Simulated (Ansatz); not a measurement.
# CH₂SeTe (SMILES C1[Se][Te]1): single points off equilibrium

The task here is to estimate one member of a computed series from the others.

Computed with Ansatz 0.2.0, Gaussian basis. Level: single points in def2-TZVPP.

Correlated methods freeze the cores. Filled d shells of the heavier atoms are correlated. Core potentials replace the inner electrons past krypton, and spin-orbit coupling is left out. B3LYP uses VWN-RPA correlation.

## The system as given

SMILES `C1[Se][Te]1`, 5 atoms, charge 0, spin multiplicity 1.

Atoms are counted from 1 here; the program's logs count them from 0.

Bond lengths: C1–Se2 1.908 Å, C1–Te3 2.159 Å, C1–H4 1.213 Å, C1–H5 1.164 Å, Se2–Te3 2.468 Å. Angles: Se2–C1–Te3 74.4°, Se2–C1–H4 106.6°, Se2–C1–H5 106.3°, Te3–C1–H4 118.5°, Te3–C1–H5 118.9°, H4–C1–H5 119.2°, C1–Se2–Te3 57.4°, C1–Te3–Se2 48.1°.

Coordinates:

```mol
CH2SeTe
  3D, bonds by distance, orders not assigned

  5  5  0  0  0  0  0  0  0  0999 V2000
    0.3194   -0.2808    0.1942 C   0  0
   -0.5351    1.4221    0.2967 Se  0  0
   -1.3099   -0.3637   -1.2198 Te  0  0
    1.4400   -0.0824   -0.2244 H   0  0
    0.1833   -0.7780    1.2376 H   0  0
  1  2  8  0
  1  3  8  0
  1  4  8  0
  1  5  8  0
  2  3  8  0
M  END
```

Set-up of the first run:

run/in.yaml reads:

```yaml
crystal:
  periodic: [false, false, false]
  atoms:
    - {symbol: C, position_ang: [0.319400, -0.280800, 0.194200]}
    - {symbol: Se, position_ang: [-0.535100, 1.422100, 0.296700]}
    - {symbol: Te, position_ang: [-1.309900, -0.363700, -1.219800]}
    - {symbol: H, position_ang: [1.440000, -0.082400, -0.224400]}
    - {symbol: H, position_ang: [0.183300, -0.778000, 1.237600]}
basis:
  gaussian: {orbitals: def2-TZVPP}
correlation: {method: ccsd_t}
output: {forces: true}
```

No record of the launch command was kept for these runs.

Steps of the session up to this table: CCSD(T)/def2-TZVPP; PBE0-D4/def2-TZVPP; wB97M-V/def2-TZVPP; r2SCAN-D4/def2-TZVPP; PBE-D4/def2-TZVPP; B3LYP-D4/def2-TZVPP; revPBE-D4/def2-TZVPP.

One of the session's tables, all rows but one given; the rest of the session is left out.

| method | RMS force component (eV/Å) | angle to CCSD(T) forces (°) | dipole (D) |
| --- | --- | --- | --- |
| CCSD(T) | 1.382 | reference | 1.07 |
| PBE0-D4 | 1.321 | 5.8 | 1.11 |
| wB97M-V | 1.334 | 7.3 | 1.06 |
| r2SCAN-D4 | 1.345 | 1.8 | 1.16 |
| PBE-D4 | 1.312 | 5.0 | 1.06 |
| B3LYP-D4 | ? | ? | ? |
| revPBE-D4 | 1.345 | 7.5 | 1.05 |

Q: Estimate the row for B3LYP-D4 from the others.

The run gave: RMS force component (eV/Å): 1.422; angle to CCSD(T) forces (°): 3.4; dipole (D): 1.06. In the column «RMS force component (eV/Å)» it is the highest.
